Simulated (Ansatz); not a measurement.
GdB2, space group P6/mmm, a comparison of magnetic orders

Computed with Ansatz 0.2.0, Python API.

Typed at the interpreter:
```pycon
>>> import ansatz as az
>>> import numpy as np
>>> def count_gap(report):
...     # lowest empty less highest filled band, counting bands; zero where they overlap
...     return max(report.get("gap_by_band_count_ev") or 0.0, 0.0)
...
>>> CELL = [
...     (6.63, 0.0, 0.0),
...     (-1.6575, 2.870874, 0.0),
...     (0.0, 0.0, 3.936),
... ]
>>> ATOMS = [
...     ("Gd", (0.0, 0.0, 0.0)),
...     ("B", (1 / 6, 2 / 3, 0.5)),
...     ("B", (1 / 3, 1 / 3, 0.5)),
...     ("Gd", (0.5, 0.0, 0.0)),
...     ("B", (2 / 3, 2 / 3, 0.5)),
...     ("B", (5 / 6, 1 / 3, 0.5)),
... ]
>>> def magnet(moments):
...     crystal = az.Crystal(lattice=az.Lattice.of(CELL))
...     for (symbol, position), moment in zip(ATOMS, moments):
...         crystal = crystal.atom(symbol, position, moment=moment or None)
...     return crystal
...
>>> # starting moments in muB, one an atom
>>> orders = {
...     "FM": [8.4, 0, 0, 8.4, 0, 0],
...     "AFM": [8.4, 0, 0, -8.4, 0, 0],
... }
>>> rows = []
>>> for label, moments in orders.items():
...     setup = (
...         magnet(moments).calculation()
...         .occupations("fermi_dirac", width=0.1)
...         .functional("pbesol")
...         .kpoints(10, 10, 7)
...         .pseudopotentials("paw")
...         .basis(510)
...         .spin("collinear")
...         .band_table()
...     )
...     r = setup.run(threads=1).report
...     rows.append((label, r["free_energy_ev"], r["magnetization_mub"], r["absolute_magnetization_mub"], max(abs(m) for m in r["site_moments_mub"]), count_gap(r)))
...     print(label, "site moments:", [round(m, 2) for m in r["site_moments_mub"]])
...
DeckWarning: where an SCF of this run starts from atoms to list the orders of its open shells, Gd (sites 0, 3, from 0) starts with 6.64 μB on its 4f shell and 0.64 μB on its 5d shell, in the place of the 8.40 μB that the deck gives it: its open shells can [...]
FM site moments: [6.96, -0.01, -0.01, 6.96, -0.01, -0.01]
DeckWarning: where an SCF of this run starts from atoms to list the orders of its open shells, Gd (site 0, from 0) starts with 6.64 μB on its 4f shell and 0.64 μB on its 5d shell, in the place of the 8.40 μB that the deck gives it: its open shells can hold no [...]
DeckWarning: where an SCF of this run starts from atoms to list the orders of its open shells, Gd (site 3, from 0) starts with -6.64 μB on its 4f shell and -0.64 μB on its 5d shell, in the place of the -8.40 μB that the deck gives it: its open shells can hold [...]
AFM site moments: [6.92, -0.01, 0.01, -6.92, 0.01, -0.01]
>>> # the same cell with no spin polarisation
>>> plain = (
...     magnet([0] * len(ATOMS)).calculation()
...     .occupations("fermi_dirac", width=0.1)
...     .functional("pbesol")
...     .kpoints(10, 10, 7)
...     .pseudopotentials("paw")
...     .basis(510)
...     .band_table()
... )
>>> r = plain.run(threads=1).report
>>> rows.append(("NM", r["free_energy_ev"], 0.0, 0.0, 0.0, count_gap(r)))
>>> lowest = min(row[1] for row in rows)
>>> rows = [(row[0], 1000 * (row[1] - lowest) / 2, *row[2:]) for row in sorted(rows, key=lambda row: row[1])]
>>> lines = [",".join(["order", "meV/magnetic atom", "net muB", "absolute muB", "largest site muB", "gap by band count eV"])] + [",".join(f"{v:.4f}" if isinstance(v, float) else str(v) for v in row) for row in rows]
>>> print("\n".join(lines))
order,meV/magnetic atom,net muB,absolute muB,largest site muB,gap by band count eV
FM,0.0000,14.3893,14.4875,6.9607,0.0000
AFM,3.2306,0.0000,14.2245,6.9208,0.0000
NM,6950.7659,0.0000,0.0000,0.0000,0.0000
>>> with open("orders.csv", "w") as handle:
...     handle.write("\n".join(lines) + "\n")
...
204
>>> print("lowest of these starts:", rows[0][0])
lowest of these starts: FM
```

In order of energy: ferromagnetic (+0.0 meV an atom, largest site moment 6.96 μB), antiferro- or ferrimagnetic (+1.1 meV an atom, largest site moment 6.92 μB) and non-magnetic (+2316.9 meV an atom, largest site moment 0.00 μB). These are the states reached from the starts typed.

Notes:
- Open f shells: without a Hubbard U, without spin-orbit coupling; the state reached hangs on the start and needn't be the lowest.
- A gap by band count of zero or less means overlapping bands, a metal.
- The structure is a deposited one; some such entries were measured under pressure or heat, so a shift against it needn't be the functional's error alone.
- Levels are Kohn-Sham eigenvalues on this mesh, without spin-orbit coupling.
- Warnings are shown shortened and without file and line.
- Each row is the state reached from that start at the given structure, not necessarily the lowest of its order; other orders weren't tried.
- Run time: 3 min on 1 thread of Arm Neoverse V1, with other jobs on the host, peak memory 1 GiB.
